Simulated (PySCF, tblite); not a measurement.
# C₄H₈ClFSi: geometry, infrared bands and NMR shifts

Wanted: the infrared bands and NMR shifts of C₄H₈ClFSi (`C[Si@](F)(Cl)C1CC1`), by calculation.

The runs use tblite 0.8.0 and PySCF 2.14.0, with density-fitted response routines of our own; the level of theory stands in each step. All values are computed, except where a source is named. Atoms count from 0, in the outputs and in this text.

## Step 1: Starting geometry

15 atoms, charge 0, multiplicity 1; geometry from: force field or distance geometry start.

Bonds of the start (Å): C0–Si1 1.88, Si1–F2 1.67, Si1–Cl3 2.10, Si1–C4 1.88, C4–C5 1.52, C5–C6 1.51, C6–C4 1.49, C0–H7 1.12, C0–H8 1.11, C0–H9 1.11, C4–H10 1.11, C5–H11 1.10, C5–H12 1.13, C6–H13 1.10, C6–H14 1.10.

## Step 2: Optimising the geometry with GFN2-xTB

Job settings and geometry (Å):

```
{"job": {"kind": "relax", "xc": "GFN2-xTB", "basis": "xTB"}, "charge": 0, "multiplicity": 1}
C      1.979100    -0.458800     0.309200
Si     0.869100     0.574500    -0.805900
F      1.466500     0.671600    -2.360900
Cl     0.826600     2.511400     0.009200
C     -0.897200    -0.058700    -0.726700
C     -1.673600     0.564200     0.420200
C     -1.309500    -0.899400     0.431900
H      1.618400    -0.433700     1.367100
H      1.984400    -1.530000     0.011900
H      2.996900    -0.029900     0.247400
H     -1.409100    -0.174200    -1.702500
H     -2.698800     0.850800     0.153500
H     -1.085400     1.194800     1.143100
H     -2.180100    -1.566600     0.378300
H     -0.491600    -1.208100     1.102200
```

Started as:

```
$ OMP_NUM_THREADS=1 python probes_run.py task.json out
```

One launch serves the whole session: the jobs run in the order shown.

**Question.** This job is followed by: GFN2-xTB harmonic vibrations, gas phase; GIAO PBE0/pcSseg-1 NMR shielding, non-relativistic, gas phase. What will the session give for the following? strongest single infrared mode (GFN2-xTB); zero-point energy (GFN2-xTB); 13C shifts against TMS (PBE0/pcSseg-1); 1H shifts against TMS (PBE0/pcSseg-1, means over atoms taken as alike); 29Si shifts against TMS (PBE0/pcSseg-1); 19F shifts against CFCl3 (PBE0/pcSseg-1); 35Cl shifts against HCl (PBE0/pcSseg-1); surface potential, 1st and 99th percentile.

As calculated:

| quantity | value |
| --- | --- |
| strongest single infrared mode (GFN2-xTB) | 835 cm⁻¹, 147 km/mol |
| zero-point energy (GFN2-xTB) | 70.5 kcal/mol |
| 13C shifts against TMS (PBE0/pcSseg-1) | 5.8, 4.2, 3.1, 2.2 ppm |
| 1H shifts against TMS (PBE0/pcSseg-1, means over atoms taken as alike) | 0.74, 0.72, 0.34, 0.30, 0.29, 0.15 ppm |
| 29Si shifts against TMS (PBE0/pcSseg-1) | 31.8 ppm |
| 19F shifts against CFCl3 (PBE0/pcSseg-1) | -140.6 ppm |
| 35Cl shifts against HCl (PBE0/pcSseg-1) | 63 ppm |
| surface potential, 1st and 99th percentile | -1.13 V and 1.23 V |

Over 58 steps the energy fell by 0.471 eV; of the close pairs, Si1–Cl3 changed most, 2.102 to 2.016 Å. The lowest mode is slightly imaginary (12i cm⁻¹), a soft motion within the noise of the Hessian, so the minimum is not strictly shown. The strongest single mode, at 835 cm⁻¹, is carried by H8, H9, C0. Unscaled tight-binding wavenumbers are off by several per cent, some by more. Its intensities can rank the bands wrongly. At PBE0/pcSseg-1: The largest span, 228 ppm, is at Cl3, where the paramagnetic term is -262 ppm.
